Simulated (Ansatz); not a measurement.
# GeH5 (doublet): wave-function methods side by side at distance Ge1–H5 along a hydrogen transfer = 2.193 Å, cc-pVTZ

Aim: climb from Hartree-Fock through coupled cluster and multireference methods for GeH5 (doublet) at one geometry and basis, and see what each rung misses.

Computed with Ansatz 0.2.0, Gaussian basis. Level: cc-pVTZ, correlated electrons: outside noble gas.

Plan: UHF; CCSD(T) on ROHF; CCSD(T) on UHF; BCCD(T) on ROHF; CISD; CCSDT(Q) on ROHF; CCSDT(Q) on UHF; CASSCF and NEVPT2, 3 electrons in 3 orbitals; CASSCF and NEVPT2, 9 electrons in 9 orbitals.

## 1. The geometry

The geometry derives from fragments relaxed apart (PBE0/def2-TZVP) and kept rigid, so it is no stationary point. A hydrogen atom is moved between rigid fragments. No spin-orbit coupling is included. The filled d shell of Ge may be among the frozen orbitals whatever the setting's name suggests; the logs give the count.

6 atoms, charge 0, spin multiplicity 2.

Atoms are counted from 1 here; the program's logs count them from 0.

Bond lengths: Ge1–H2 1.534 Å, Ge1–H3 1.534 Å, Ge1–H4 1.534 Å, H5–H6 0.745 Å. Angles: H2–Ge1–H3 109.5°, H2–Ge1–H4 109.5°, H3–Ge1–H4 109.5°.

In the tables R marks a restricted open-shell determinant and U an unrestricted one; 'pair' is the active space of 3 electrons in 3 orbitals; 'valence' is the active space of 9 electrons in 9 orbitals; correlation energies count from the lowest restricted Hartree-Fock solution.

## 2. UHF

File in.yaml:

```yaml
crystal:
  periodic: [false, false, false]
  atoms:
    - {symbol: Ge, position_ang: [-0.046669, 0.000000, 0.000000]}
    - {symbol: H, position_ang: [-0.558119, 1.446599, 0.000000]}
    - {symbol: H, position_ang: [-0.558118, -0.723300, 1.252791]}
    - {symbol: H, position_ang: [-0.558119, -0.723299, -1.252792]}
    - {symbol: H, position_ang: [2.146331, 0.000000, 0.000000]}
    - {symbol: H, position_ang: [2.891331, 0.000000, 0.000000]}
basis:
  gaussian: {orbitals: cc-pVTZ}
magnetization: {spin_polarized: true, initial_magnetization: 1}
hamiltonian: {xc: hf}
output: {orbitals: {seedname: orbitals}}
```

Started as:

```sh
> ansatz run in.yaml --threads 1 --pin off --events-out ev --progress --plain --max-ram 2816MiB --backend cpu
```

The runs that follow: CCSD(T) on ROHF; CCSD(T) on UHF; BCCD(T) on ROHF; CISD; CCSDT(Q) on ROHF; CCSDT(Q) on UHF; CASSCF and NEVPT2, 3 electrons in 3 orbitals; CASSCF and NEVPT2, 9 electrons in 9 orbitals.

Before running them: what should the planned runs give, taken together? Wanted: correlation energy, UCCSDT(Q); RMP2 from UCCSDT(Q); UMP2 from UCCSDT(Q); RCCSD from UCCSDT(Q); RCCSD(T) from UCCSDT(Q); UCCSD(T) from UCCSDT(Q); RCCSDT(Q) from UCCSDT(Q); NEVPT2 pair from UCCSDT(Q); NEVPT2 valence from UCCSDT(Q).

The runs gave:

```
                                      quantity                                                   value
                 correlation energy, UCCSDT(Q)                                              -5.1501 eV
                           RMP2 from UCCSDT(Q)                                            +98.2 kJ/mol
                           UMP2 from UCCSDT(Q)                                            +97.6 kJ/mol
                          RCCSD from UCCSDT(Q)                                            +12.9 kJ/mol
                       RCCSD(T) from UCCSDT(Q)                                             +2.8 kJ/mol
                       UCCSD(T) from UCCSDT(Q)                                             +2.3 kJ/mol
                      RCCSDT(Q) from UCCSDT(Q)                                             +0.5 kJ/mol
                    NEVPT2 pair from UCCSDT(Q)                                            +97.9 kJ/mol
                 NEVPT2 valence from UCCSDT(Q)                                            +93.5 kJ/mol
levels of the table within 1 kcal/mol (43 meV)  RCCSD(T), UCCSD(T), BCCD(T), RCCSDT, UCCSDT, RCCSDT(Q)
                                 T1 diagnostic                                                   0.017
                effectively unpaired electrons                                                    1.02
```

**Reading.** RCCSD(T) lands +2.8 kJ/mol from the yardstick (0.6 % of the correlation energy). One determinant dominates. Of the multireference levels listed NEVPT2 valence comes nearest in total energy (+93.5 kJ/mol), which doesn't show that its space is the better one. These misses are within one basis, not against nature; the frozen cores of restricted and unrestricted runs differ, which can shift their rows.
